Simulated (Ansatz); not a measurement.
# CH3FGeO: one species, many methods

One table from this session's results is given with a row withheld; the runs are named, their logs left out.

Program: Ansatz 0.2.0, Gaussian basis. Level of theory: functionals in def2-TZVPP, the program's frozen cores in correlated methods. These are calculated values, not measurements.

The runs, in order: LDA (SPW92), PBE-D4, revPBE-D4, BLYP-D4, r2SCAN-D4, B97M-V, PBE0-D4, B3LYP-D4, r2SCANh-D4, r2SCAN0-D4, HSE06-D4, BHLYP-D4, CAM-B3LYP-D4, LC-ωPBE, ωB97X-V, ωB97M-V, B2PLYP, PBE-QIDH; CCSD(T)/def2-SVP; CCSD(T)/def2-TZVPP; MP2/def2-QZVPP; extrapolation to the limit; RPA on PBE.

### The geometry

An earlier PBE0-D4 in a triple-zeta def2 set relaxation fixed the geometry.

SMILES `F[CH]1[O][GeH2]1`, 7 atoms, charge 0, spin multiplicity 1.

Atoms are counted from 1 here; the program's logs count them from 0.

Bond lengths: F1–C2 1.359 Å, C2–O3 1.361 Å, C2–Ge4 1.924 Å, C2–H5 1.092 Å, O3–Ge4 1.867 Å, Ge4–H6 1.528 Å, Ge4–H7 1.525 Å. Angles: F1–C2–O3 114.5°, F1–C2–Ge4 119.4°, F1–C2–H5 108.9°, O3–C2–Ge4 66.8°, O3–C2–H5 117.1°, Ge4–C2–H5 124.0°, C2–O3–Ge4 71.2°, C2–Ge4–O3 42.1°, C2–Ge4–H6 122.8°, C2–Ge4–H7 119.4°, O3–Ge4–H6 109.9°, O3–Ge4–H7 109.4°, H6–Ge4–H7 117.1°.

Set-up of the first run:

File in.yaml:

```yaml
crystal:
  periodic: [false, false, false]
  atoms:
    - {symbol: F, position_ang: [0.620305, -1.843452, 0.496797]}
    - {symbol: C, position_ang: [0.422607, -0.512674, 0.688923]}
    - {symbol: O, position_ang: [1.164116, 0.290247, -0.122090]}
    - {symbol: Ge, position_ang: [-0.637559, 0.477728, -0.574061]}
    - {symbol: H, position_ang: [0.452336, -0.300800, 1.759635]}
    - {symbol: H, position_ang: [-1.088245, 1.916435, -0.327219]}
    - {symbol: H, position_ang: [-0.872259, -0.095384, -1.967586]}
basis:
  gaussian: {orbitals: def2-TZVPP}
hamiltonian: {xc: lda}
output: {orbitals: {seedname: orbitals}}
```

Among the steps run: LDA; PBE-D4 (GGA); revPBE-D4 (GGA); BLYP-D4 (GGA); r2SCAN-D4 (meta-GGA); B97M-V (meta-GGA); PBE0-D4 (hybrid); B3LYP-D4 (hybrid); r2SCANh-D4 (hybrid); r2SCAN0-D4 (hybrid); HSE06-D4 (hybrid); BHLYP-D4 (hybrid); CAM-B3LYP-D4 (range-separated); LC-ωPBE (range-separated); ωB97X-V (range-separated); ωB97M-V (range-separated); B2PLYP (double hybrid); PBE-QIDH (double hybrid).

One of the session's tables, all rows but one given; the rest of the session is left out.

It belongs to the step «Orbital energies across the functionals». 

```
  functional  HOMO (eV)  gap (eV)
 LDA (SPW92)      -6.27      4.10
      PBE-D4      -6.08      4.12
   revPBE-D4      -6.00      4.13
     BLYP-D4      -5.97      4.06
   r2SCAN-D4      -6.31      4.50
      B97M-V          ?         ?
     PBE0-D4      -7.25      6.08
    B3LYP-D4      -7.08      5.63
  r2SCANh-D4      -6.75      5.23
  r2SCAN0-D4      -7.42      6.33
    HSE06-D4      -6.85      5.31
    BHLYP-D4      -8.35      7.99
CAM-B3LYP-D4      -8.58      8.38
     LC-ωPBE      -9.82     10.79
     ωB97X-V      -9.50     10.37
     ωB97M-V      -9.41     10.13
```

Q: Estimate the row for B97M-V from the others.

**Answer.** HOMO (eV): -6.32; gap (eV): 4.48. In the column «HOMO (eV)» it lies between r2SCANh-D4 (-6.75) and r2SCAN-D4 (-6.31).
